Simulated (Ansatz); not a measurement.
# C2H2OTe (SMILES C#CO[TeH]): functionals against CCSD(T) at one geometry

The task here is to estimate one member of a computed series from the others.

Method: single points in def2-TZVPP; program: Ansatz 0.2.0, Gaussian basis.

Cores are frozen in the correlated methods. Filled d shells of the heavier atoms are correlated. Core potentials replace the inner electrons past krypton, and spin-orbit coupling is left out. B3LYP uses VWN-RPA correlation.

## Where the work starts

SMILES `C#CO[TeH]`, 6 atoms, charge 0, spin multiplicity 1.

Atoms are counted from 1 here; the program's logs count them from 0.

Bond lengths: C1–C2 1.195 Å, C1–H5 1.206 Å, C2–O3 1.255 Å, O3–Te4 2.074 Å, Te4–H6 1.876 Å. Angles: C2–C1–H5 157.6°, C1–C2–O3 169.1°, C2–O3–Te4 122.2°, O3–Te4–H6 82.7°.

Coordinates:

```xyz
6
charge 0, multiplicity 1
C     1.7608    0.1107    0.0200
C     0.6212   -0.1676    0.2459
O    -0.4848   -0.6000    0.6531
Te   -2.1574   -0.6859   -0.5710
H     2.7850    0.1920   -0.6124
H    -2.5452    0.9576    0.2470
```

Set-up of the first run:

The input, run/in.yaml:

```yaml
crystal:
  periodic: [false, false, false]
  atoms:
    - {symbol: C, position_ang: [1.760800, 0.110700, 0.020000]}
    - {symbol: C, position_ang: [0.621200, -0.167600, 0.245900]}
    - {symbol: O, position_ang: [-0.484800, -0.600000, 0.653100]}
    - {symbol: Te, position_ang: [-2.157400, -0.685900, -0.571000]}
    - {symbol: H, position_ang: [2.785000, 0.192000, -0.612400]}
    - {symbol: H, position_ang: [-2.545200, 0.957600, 0.247000]}
basis:
  gaussian: {orbitals: def2-TZVPP}
correlation: {method: ccsd_t}
output: {forces: true}
```

The command line of these runs was not kept.

Among the steps run: CCSD(T)/def2-TZVPP; PBE0-D4/def2-TZVPP; wB97M-V/def2-TZVPP; r2SCAN-D4/def2-TZVPP; PBE-D4/def2-TZVPP; revPBE-D4/def2-TZVPP; B3LYP-D4/def2-TZVPP.

One of the session's tables, all rows but one given; the rest of the session is left out.

| method | RMS force component (eV/Å) | angle to CCSD(T) forces (°) | dipole (D) |
| --- | --- | --- | --- |
| CCSD(T) | 2.115 | reference | 3.14 |
| PBE0-D4 | 1.887 | 9.3 | 2.98 |
| wB97M-V | 1.950 | 10.3 | 3.44 |
| r2SCAN-D4 | 1.911 | 11.3 | 2.68 |
| PBE-D4 | 1.957 | 13.5 | 2.55 |
| revPBE-D4 | ? | ? | ? |
| B3LYP-D4 | 1.848 | 9.7 | 2.95 |

Estimate the missing values for revPBE-D4.

As computed: RMS force component (eV/Å): 2.001; angle to CCSD(T) forces (°): 13.7; dipole (D): 2.55. In the column «RMS force component (eV/Å)» it lies between PBE-D4 (1.957) and CCSD(T) (2.115).
